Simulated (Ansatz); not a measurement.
# Si2H4O2: a ladder of functionals and wavefunction methods

How much do the methods differ for Si2H4O2? The plan is to run it at one geometry with functionals of several rungs and with coupled cluster, and see how far each lands from CCSD(T) at the basis-set limit for the atomisation energy.

Method: functionals in def2-TZVPP, the program's frozen cores in correlated methods; program: Ansatz 0.2.0, Gaussian basis.

Plan: LDA (SPW92), PBE-D4, revPBE-D4, BLYP-D4, r2SCAN-D4, B97M-V, PBE0-D4, B3LYP-D4, r2SCANh-D4, r2SCAN0-D4, HSE06-D4, BHLYP-D4, CAM-B3LYP-D4, LC-ωPBE, ωB97X-V, ωB97M-V, B2PLYP, PBE-QIDH; CCSD(T)/def2-SVP; CCSD(T)/def2-TZVPP; MP2/def2-QZVPP; extrapolation to the limit; RPA on PBE.

## 1. The geometry

An earlier PBE0-D4 in a triple-zeta def2 set relaxation fixed the geometry.

8 atoms, charge 0, spin multiplicity 1.

Atoms are counted from 1 here; the program's logs count them from 0.

Bond lengths: O1–Si2 1.631 Å, O1–H5 0.960 Å, Si2–O3 1.590 Å, Si2–H6 1.481 Å, O3–Si4 1.687 Å, Si4–H7 1.501 Å, Si4–H8 1.506 Å. Angles: Si2–O1–H5 119.1°, O1–Si2–O3 117.9°, O1–Si2–H6 106.7°, O3–Si2–H6 113.5°, Si2–O3–Si4 159.0°, O3–Si4–H7 104.1°, O3–Si4–H8 105.0°, H7–Si4–H8 104.1°.

## 2. LDA

This LDA is Slater exchange with PW92 correlation.

Contents of in.yaml:

```yaml
crystal:
  periodic: [false, false, false]
  atoms:
    - {symbol: O, position_ang: [-1.810253, 0.627103, 1.047056]}
    - {symbol: Si, position_ang: [-1.182383, 0.537808, -0.455257]}
    - {symbol: O, position_ang: [0.344824, 0.120673, -0.598678]}
    - {symbol: Si, position_ang: [1.879455, -0.418372, -0.149801]}
    - {symbol: H, position_ang: [-1.618289, -0.072065, 1.676202]}
    - {symbol: H, position_ang: [-1.511936, 1.814165, -1.130497]}
    - {symbol: H, position_ang: [2.359055, -1.194044, -1.342056]}
    - {symbol: H, position_ang: [1.631727, -1.472269, 0.897431]}
basis:
  gaussian: {orbitals: def2-TZVPP}
hamiltonian: {xc: lda}
output: {orbitals: {seedname: orbitals}}
```

Launch:

```
ansatz run in.yaml --threads 2 --pin off --events-out ev --progress --plain --max-ram 4352MiB
```

After this run come: PBE-D4 (GGA); revPBE-D4 (GGA); BLYP-D4 (GGA); r2SCAN-D4 (meta-GGA); B97M-V (meta-GGA); B3LYP-D4 (hybrid); r2SCANh-D4 (hybrid); r2SCAN0-D4 (hybrid); HSE06-D4 (hybrid); BHLYP-D4 (hybrid); CAM-B3LYP-D4 (range-separated); LC-ωPBE (range-separated); ωB97X-V (range-separated); ωB97M-V (range-separated); B2PLYP (double hybrid); PBE-QIDH (double hybrid); CCSD(T) in def2-SVP; CCSD(T) in def2-TZVPP; MP2 in def2-QZVPP; RPA on PBE orbitals.

**Question.** What will the summary of the whole plan be? Wanted: atomisation energy, CCSD(T)/CBS; farthest beyond LDA; mean size of error, GGA; mean size of error, meta-GGA; mean size of error, hybrid; mean size of error, range-separated; mean size of error, double hybrid; gap, smallest and largest; T1 diagnostic.

The runs gave:

```
                               quantity                                 value
        atomisation energy, CCSD(T)/CBS                             28.041 eV
    functionals within 0.140 eV (0.5 %)                       PBE-D4, BLYP-D4
                    farthest beyond LDA                  BHLYP-D4 (-1.978 eV)
                mean size of error, GGA                              0.296 eV
           mean size of error, meta-GGA                              0.254 eV
             mean size of error, hybrid                              1.108 eV
    mean size of error, range-separated                              1.120 eV
      mean size of error, double hybrid                              1.038 eV
              gap, smallest and largest  0.82 eV (BLYP-D4), 5.00 eV (LC-ωPBE)
                          T1 diagnostic                                0.0520
triples share of the correlation energy                                 5.8 %
```

What this shows: LDA overbinds by 3.994 eV (14 %). PBE-D4 is off by -0.017 eV. Double hybrids carry the basis error of their MP2 part in triple zeta, and no dispersion term here, so their miss is partly the set-up's. By mean error the best rung here is meta-GGA (0.254 eV) and the worst beyond LDA is range-separated (1.120 eV). The gap between the best rungs is small, so their order is not settled. The reference freezes the cores and leaves out relativity and excitations past (T), so misses under about 0.140 eV can't be ranked. Hartree-Fock recovers 63 % of the binding; the rest is correlation. CCSD(T) in def2-SVP is off by -2.801 eV, which most functionals beat. Orbital gaps span 0.8 to 5.0 eV; exact exchange widens them. The T1 diagnostic, 0.052, is well above the customary 0.02, so CCSD(T) itself is less safe here. The restricted reference is unstable towards a spin-broken one.
